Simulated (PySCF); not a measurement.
**AuOOH: singlet, from a bent start**

Aim: relax AuOOH as a singlet from a bent start, check by its vibrations whether the end is a minimum, and collect its spectrum and constants.

Computed with PySCF 2.14.0. Level: PBE0, basis Au def2-TZVP with ECP60, O def2-TZVP, H def2-TZVP, scalar-relativistic core potentials, no spin–orbit coupling, density fitting.

## 1. Where the work starts

4 atoms, charge 0, spin multiplicity 1.

Bond lengths: Au1–O2 1.780 Å, Au1–O3 1.870 Å, O3–H4 0.960 Å. Angles: O2–Au1–O3 110.0°, Au1–O3–H4 130.0°.

Z-matrix (Å, degrees; charge 0 multiplicity 1):
```
Au
O  1 1.7800
O  1 1.8700 2 110.00
H  3 0.9600 1 130.00 2 90.00
```

## 2. Relaxation: bent start, singlet

One driver script runs all steps and calls PySCF; scf.py shows how it sets up the SCF of each step. The optimiser is the driver's own. Before each start the driver seeks the lowest SCF state from one or more starting densities and follows internal instabilities, so scf.py alone need not reach the same state.

The program finds C1 symmetry in the start. The walk stops when the largest gradient is under 0.0003 Eh/bohr and the energy has settled too.

scf.py

```python
from pyscf import gto, scf, dft
mol = gto.M(atom='''
Au     0.014055    -0.003223    -0.151870
O      1.472155    -0.003223     0.869130
O     -1.517745    -0.003223     0.920730
H     -2.023245     0.732177     1.274630''',
    basis={'Au': 'def2-TZVP', 'O': 'def2-TZVP', 'H': 'def2-TZVP'},
    ecp={'Au': 'def2-TZVP'},
    charge=0, spin=0)
mf = dft.RKS(mol, xc='PBE0')
mf.grids.atom_grid = (50, 194)
aux = {'Au': 'def2-universal-JKFIT', 'O': 'def2-universal-JKFIT', 'H': 'def2-universal-JKFIT'}
mf = mf.density_fit(auxbasis=aux)
mf.kernel()
```

Energy and gradient, step by step:

```
step  energy (Eh)  change (kJ/mol)  largest gradient (Eh/bohr)
   0  -286.507403             0.00                     0.03510
   1  -286.523503           -42.27                     0.03121
   2  -286.532870           -66.86                     0.03039
   3  -286.534695           -71.65                     0.02537
   4  -286.538358           -81.27                     0.03941
   5  -286.541647           -89.91                     0.00919
   6  -286.542716           -92.71                     0.01304
   7  -286.543885           -95.78                     0.00940
   8  -286.544628           -97.74                     0.00286
   9  -286.544768           -98.10                     0.00770
  10  -286.544926           -98.52                     0.00204
  11  -286.544981           -98.66                     0.00097
  12  -286.545002           -98.72                     0.00105
  13  -286.545005           -98.72                     0.00022
  14  -286.545005           -98.73                     0.00008
```

The walk ran for 21 s (4 threads, shared host).

It settles in Cs symmetry, 98.7 kJ/mol below the start, after 14 steps: Au–O 1.787 Å, Au–O 1.878 Å, O–H 0.966 Å; Au–O–H 113.5°, O–Au–O 177.9°.

## 3. Frequencies

On the finer grid the gradient is checked again; gradients at displacements of ±0.01 bohr then give force constants and infrared intensities.

Edit scf.py of step 2 so:

```diff
@@ -3,4 +3,4 @@
-Au     0.014055    -0.003223    -0.151870
-O      1.472155    -0.003223     0.869130
-O     -1.517745    -0.003223     0.920730
-H     -2.023245     0.732177     1.274630''',
+Au     0.016546     0.001188    -0.000335
+O      1.797905    -0.040339    -0.137667
+O     -1.858345    -0.016414     0.107557
+H     -2.223934     0.740237     0.582985''',
@@ -11 +11 @@
-mf.grids.atom_grid = (50, 194)
+mf.grids.atom_grid = (75, 302)
```

This SCF starts from the last density.

Log of the central SCF (cycles and frontier levels):

```text
init E= -286.545040049759
  HOMO = -0.299185228393668  LUMO = -0.21274529629024  gap/eV = 2.35215
cycle= 1 E= -286.545040046878  delta_E= 2.88e-09  |g|= 0.000136  |ddm|= 0.000125
  HOMO = -0.2991931729665  LUMO = -0.212749321313634  gap/eV = 2.35226
cycle= 2 E= -286.545040028789  delta_E= 1.81e-08  |g|= 0.000338  |ddm|= 0.000305
  HOMO = -0.299185583175273  LUMO = -0.212745217144544  gap/eV = 2.35216
cycle= 3 E= -286.545040049791  delta_E= -2.1e-08  |g|= 5.19e-05  |ddm|= 0.000218
  HOMO = -0.299187156684734  LUMO = -0.212746201566794  gap/eV = 2.35218
cycle= 4 E= -286.545040050343  delta_E= -5.52e-10  |g|= 1.75e-06  |ddm|= 2.82e-05
  HOMO = -0.299187156112918  LUMO = -0.212746211893222  gap/eV = 2.35218
cycle= 5 E= -286.545040050344  delta_E= -1.48e-12  |g|= 5.5e-07  |ddm|= 2.28e-06
  HOMO = -0.299187159504505  LUMO = -0.212746216010238  gap/eV = 2.35218
Extra cycle  E= -286.545040050345  delta_E= -6.82e-13  |g|= 4.75e-07  |ddm|= 3.64e-06
converged SCF energy = -286.545040050345
```

The whole step took 33 s.

Geometry: Cs; Au–O 1.787 Å, Au–O 1.878 Å, O–H 0.966 Å; Au–O–H 113.5°, O–Au–O 177.8°.

Modes, for the most abundant isotopes:

| symmetry | ω (cm⁻¹) | IR (km/mol) |
| --- | --- | --- |
| a'' | 182 | 2.6 |
| a' | 266 | 2.9 |
| a' | 695 | 34.8 |
| a' | 828 | 8.4 |
| a' | 895 | 127 |
| a' | 3813 | 138 |

All wavenumbers are real: a minimum.

Constants and moments:

* Dipole moment: 2.45 D
* Highest occupied level: -8.14 eV
* Lowest empty level: -5.79 eV
* Rotational constants: 23.31, 0.1496, 0.1487 cm⁻¹
* Zero-point energy: 39.9 kJ/mol
* Principal polarisabilities: 26.4, 27.5, 69.4 bohr³
* Atomisation energy without zero-point energy: 799 kJ/mol
* Principal traceless quadrupole moments about the centre of mass: -7.76, 2.09, 5.67 D Å
* Entropy at 298.15 K and 1 bar: 282.3 J/(mol K)
* Heat capacity Cp at 298.15 K: 56.5 J/(mol K)
* Enthalpy at 298.15 K above 0 K: 13.32 kJ/mol
* Rotational symmetry number: 1

Populations by atom (charges in e):

```json
{"atom": "Au1", "Mulliken": "0.56", "Löwdin": "0.56", "polar tensor": "0.58", "Mayer order to Au1": "–"}
{"atom": "O2", "Mulliken": "-0.35", "Löwdin": "-0.34", "polar tensor": "-0.27", "Mayer order to Au1": "1.51"}
{"atom": "O3", "Mulliken": "-0.56", "Löwdin": "-0.38", "polar tensor": "-0.61", "Mayer order to Au1": "0.93"}
{"atom": "H4", "Mulliken": "0.35", "Löwdin": "0.16", "polar tensor": "0.30", "Mayer order to Au1": "0.00"}
```

Outer orbital energies (eV). occupied: -13.18, -12.01, -11.15, -11.13, -10.43, -9.85, -8.97, -8.14; empty: -5.79, -0.18, 0.30, 0.44.

Mulliken populations on Au1 (outside its core potential): s 3.18, p 6.26, d 8.98, f 0.03.

## 4. Would spin polarisation lower it?

At the lowest minimum the closed shell is tested against spin polarisation, on the (50, 194) grid. It is unstable: an open-shell solution lies lower. That solution was not followed to a minimum here.

## 5. What came out

| quantity | value |
| --- | --- |
| minimum | singlet, Cs (closed shell, unstable towards spin polarisation) |
| geometry | Au–O 1.787 Å, Au–O 1.878 Å, O–H 0.966 Å; Au–O–H 113.5°, O–Au–O 177.8° |
| wavenumbers (cm⁻¹) | 182 (a''), 266 (a'), 695 (a'), 828 (a'), 895 (a'), 3813 (a') |
| dipole moment | 2.45 D |
| highest occupied, lowest empty level | -8.14, -5.79 eV |
| polar-tensor charge of Au1 | +0.58 e |
| zero-point energy | 39.9 kJ/mol |

In words: The bent start (C1) ends in a minimum of Cs symmetry. The strongest infrared band lies at 3813 cm⁻¹ (a'). Only this shape and spin were tried, so other structures or states may lie lower. The closed shell proved unstable towards spin polarisation, so a lower open-shell solution exists. With an element this heavy the missing spin–orbit coupling can shift these numbers.

The search up to here took 59 s.
